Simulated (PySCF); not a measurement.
# GeI4: the cost of one run

Computed with PySCF 2.14.0. Level: levels as typed in each script, gas phase, geometry from GFN2-xTB.

### 1 Where the work starts

SMILES `I[Ge](I)(I)I`, 5 atoms, charge 0, spin multiplicity 1.

Bond lengths: I1–Ge2 2.561 Å, Ge2–I3 2.560 Å, Ge2–I4 2.561 Å, Ge2–I5 2.562 Å. Angles: I1–Ge2–I3 109.5°, I1–Ge2–I4 109.5°, I1–Ge2–I5 109.5°, I3–Ge2–I4 109.5°, I3–Ge2–I5 109.5°, I4–Ge2–I5 109.4°.

Coordinates:

```xyz
5
charge 0, multiplicity 1
I     1.4790   -1.8446    0.9845
Ge    0.0011   -0.0001   -0.0007
I     1.4790    1.8447   -0.9842
I    -1.4792   -0.9849   -1.8436
I    -1.4794    0.9849    1.8437
```

### 2 Density, bond paths and surface potential (B3LYP/def2-svpd)

input.py reads:

```python
import numpy as np
from pyscf import gto, scf, dft
from pyscf.scf import atom_ks, atom_hf
from scipy.linalg import block_diag

def solve(mol, dm0=None, hcore=None):
    mf = (dft.UKS if mol.spin else dft.RKS)(mol, xc='b3lyp')
    mf.grids.level = 3
    mf = mf.density_fit(auxbasis='def2-universal-jkfit')
    mf.conv_tol, mf.max_cycle = 1e-8, 80
    if hcore is not None:
        mf.get_hcore = lambda *args: hcore
    mf.kernel(dm0)
    if not mf.converged:
        mf = mf.newton().run(mf.mo_coeff, mf.mo_occ, max_cycle=30)
    assert mf.converged, 'SCF not converged'
    return mf

mol = gto.M(atom='''
I      1.47897    -1.84462     0.98452
Ge     0.00112    -0.00009    -0.00071
I      1.47899     1.84468    -0.98420
I     -1.47924    -0.98492    -1.84355
I     -1.47939     0.98491     1.84366
''', basis='def2-svpd', ecp={'I': 'def2-svpd'}, charge=0, spin=0, verbose=4)
mf = solve(mol)
mf.analyze()
# spherically averaged free atoms, for the promolecule
atom_ks.AtomSphAverageRKS.init_guess_by_vsap = lambda self, mol=None: self.init_guess_by_minao(mol)  # core potentials
atm = atom_ks.get_atm_nrks(mol, xc='b3lyp')
pro = block_diag(*[(atm[a[0]][2] * atm[a[0]][3]) @ atm[a[0]][2].T for a in mol._atom])
np.savez('result.npz', e=mf.e_tot, c=mf.mo_coeff, occ=mf.mo_occ, eps=mf.mo_energy, pro=pro, dip=mf.dip_moment(verbose=0), s2=mf.spin_square()[0])
```

Command:

```console
$ OMP_NUM_THREADS=1 python input.py
```

Q: Estimate wall time and peak memory on 1 thread of Arm Neoverse V1, shared host.

About 47 s, with a peak of 0.79 GiB.
